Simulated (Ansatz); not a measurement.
# BFGa2H2: the cost of one run

Method: the settings change from run to run; program: Ansatz 0.2.0, Gaussian basis.

## 1. The relaxed structure

The geometry comes from an earlier relaxation with PBE0-D4 in a triple-zeta def2 set; it is a stationary point.

SMILES `[F][Ga]1[BH][GaH]1`, 6 atoms, charge 0, spin multiplicity 1.

Atoms are counted from 1 here; the program's logs count them from 0.

Bond lengths: F1–Ga2 1.741 Å, Ga2–B3 1.952 Å, Ga2–Ga4 2.907 Å, B3–Ga4 1.935 Å, B3–H5 1.200 Å, Ga4–H6 1.558 Å. Angles: F1–Ga2–B3 167.9°, F1–Ga2–Ga4 140.6°, B3–Ga2–Ga4 41.4°, Ga2–B3–Ga4 96.8°, Ga2–B3–H5 109.7°, Ga4–B3–H5 121.5°, Ga2–Ga4–B3 41.8°, Ga2–Ga4–H6 139.5°, B3–Ga4–H6 164.3°.

## 2. wB97X/ANO-RCC-VTZP

File in.yaml:

```yaml
crystal:
  periodic: [false, false, false]
  atoms:
    - {symbol: F, position_ang: [0.254558, -2.807803, 1.201887]}
    - {symbol: Ga, position_ang: [0.518156, -1.259887, 0.449129]}
    - {symbol: B, position_ang: [0.719846, 0.274707, -0.740356]}
    - {symbol: Ga, position_ang: [-0.902936, 1.187539, -0.215178]}
    - {symbol: H, position_ang: [1.800123, 0.772215, -0.578114]}
    - {symbol: H, position_ang: [-2.347547, 1.769128, -0.163467]}
basis:
  gaussian: {orbitals: ANO-RCC-VTZP}
hamiltonian: {xc: {name: wB97X}}
```

The run is started by

```console
$ ansatz run in.yaml --threads 2 --pin off --events-out ev --progress --plain --max-ram 4352MiB
```

**Question.** How long does this run take on 2 threads of Arm Neoverse V1, shared host, and how much memory does it need?

About 20 s, with a peak of 0.64 GiB.
